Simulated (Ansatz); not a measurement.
# C₂H₆SSi: how energies converge with the basis set

One table from this session's results is given with a row withheld; the runs are named, their logs left out.

Program: Ansatz 0.2.0, Gaussian basis. Level of theory: one geometry, several basis sets. These are calculated values, not measurements.

Levels to be run: PBE0-D4/def2-SVP; ωB97M-V/def2-SVP; PBE0-D4/def2-QZVPP; ωB97M-V/def2-QZVPP; the functionals' def2-TZVPP values are taken from earlier runs.

## The relaxed structure

The geometry comes from an earlier relaxation with PBE0-D4 in a triple-zeta def2 set; it is a stationary point, not always the lowest conformer.

SMILES `CC([SiH3])=S`, 10 atoms, charge 0, spin multiplicity 1.

Atoms are counted from 1 here; the program's logs count them from 0.

Bond lengths: C1–C2 1.488 Å, C1–H5 1.097 Å, C1–H6 1.090 Å, C1–H7 1.096 Å, C2–Si3 1.895 Å, C2–S4 1.619 Å, Si3–H8 1.483 Å, Si3–H9 1.482 Å, Si3–H10 1.491 Å. Angles: C2–C1–H5 109.9°, C2–C1–H6 111.9°, C2–C1–H7 109.9°, H5–C1–H6 109.7°, H5–C1–H7 105.6°, H6–C1–H7 109.7°, C1–C2–Si3 120.3°, C1–C2–S4 123.6°, Si3–C2–S4 116.1°, C2–Si3–H8 108.5°, C2–Si3–H9 108.9°, C2–Si3–H10 110.8°, H8–Si3–H9 110.3°, H8–Si3–H10 109.0°, H9–Si3–H10 109.3°.

Set-up of the first run:

Contents of in.yaml:

```yaml
crystal:
  periodic: [false, false, false]
  atoms:
    - {symbol: C, position_ang: [-0.270384, 1.268896, -0.696894]}
    - {symbol: C, position_ang: [-0.666285, 0.005104, -0.017446]}
    - {symbol: Si, position_ang: [0.655790, -1.175574, 0.654006]}
    - {symbol: S, position_ang: [-2.204440, -0.456286, 0.188295]}
    - {symbol: H, position_ang: [0.382317, 1.046012, -1.549357]}
    - {symbol: H, position_ang: [-1.137261, 1.836276, -1.036745]}
    - {symbol: H, position_ang: [0.331050, 1.884543, -0.017599]}
    - {symbol: H, position_ang: [0.566532, -2.454475, -0.092292]}
    - {symbol: H, position_ang: [0.406063, -1.403554, 2.097187]}
    - {symbol: H, position_ang: [2.019819, -0.602242, 0.473644]}
basis:
  gaussian: {orbitals: def2-SVP}
hamiltonian: {xc: pbe0, dispersion: d4}
output: {orbitals: {seedname: orbitals}}
```

Run with:

```bash
> ansatz run in.yaml --threads 2 --pin off --events-out ev --progress --plain --max-ram 4352MiB
```

Among the steps run: PBE0-D4 in def2-SVP; ωB97M-V in def2-SVP; PBE0-D4 in def2-QZVPP; ωB97M-V in def2-QZVPP.

One table of the session follows, with a row left open; its other results are not shown here.

| functional | basis | HOMO (eV) | LUMO (eV) |
| --- | --- | --- | --- |
| PBE0-D4 | def2-SVP | -6.26 | -2.35 |
| PBE0-D4 | def2-TZVPP | -6.39 | -2.49 |
| PBE0-D4 | def2-QZVPP | -6.42 | -2.53 |
| ωB97M-V | def2-SVP | ? | ? |
| ωB97M-V | def2-TZVPP | -8.56 | -0.35 |
| ωB97M-V | def2-QZVPP | -8.60 | -0.41 |

Estimate the missing values for ωB97M-V, def2-SVP.

**Answer.** HOMO (eV): -8.41; LUMO (eV): -0.12. In the column «HOMO (eV)» it lies between ωB97M-V, def2-TZVPP (-8.56) and PBE0-D4, def2-QZVPP (-6.42).
